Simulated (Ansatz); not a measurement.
# TePb: the cost of one run

All numbers are computed with Ansatz 0.2.0 through its Python package. The levels of theory stand in the script.

### Step 1. The structure

It takes space group Fm-3m (No. 225, cubic). Conventional cell: a = 6.462 Å, b = 6.462 Å, c = 6.462 Å, α = 90.00°, β = 90.00°, γ = 90.00°. Te (site symmetry m-3m) has 6 Pb at 3.23 Å as nearest neighbours. Pb (site symmetry m-3m) is surrounded by 6 Te at 3.23 Å.

No structure file is read: the coordinates are typed or built in the script.

### Step 2. The script

File run_ddh.py:

```python
# -*- coding: utf-8 -*-
"""Dielectric-dependent hybrid for TePb."""

import warnings

import ansatz as az
import numpy as np


def count_gap(report):
    # lowest empty less highest filled band, counting bands; zero where they overlap
    return max(report.get("gap_by_band_count_ev") or 0.0, 0.0)


def main():
    warnings.simplefilter("ignore", az.DeckWarning)

    tepb = (
        az.Lattice.fcc(6.462)
        .space_group(225)
        .atom("Te", [0.5, 0.0, 0.0])
        .atom("Pb", [0.0, 0.0, 0.0])
        .primitive()
    )

    setup = (
        tepb.calculation()
        .basis(21 * az.Ha)
        .kpoints(4)  # sampling of the Brillouin zone
        .occupations("fixed")
        .band_table()  # levels at the mesh points
    )
    semilocal = setup.functional("pbe").run(threads=1).report
    hybrid = setup.functional(exchange="pbe", correlation="pbe", exact_fraction="inverse_dielectric").run(threads=1).report
    alpha = hybrid["hybrid"]["exact_exchange_fraction"]
    print(f"fraction of exact exchange {alpha:.4f}, so eps_inf = {1 / alpha:.2f}")
    print(f"gap by band count: {count_gap(semilocal):.3f} eV semilocal, {count_gap(hybrid):.3f} eV hybrid")


if __name__ == "__main__":
    main()
```

### Step 3. Running it

Command:

```bash
> python run_ddh.py
```

Q: Estimate wall time and peak memory on 1 thread of Arm Neoverse V2, shared host.

About 81 s, with a peak of 1.7 GiB.
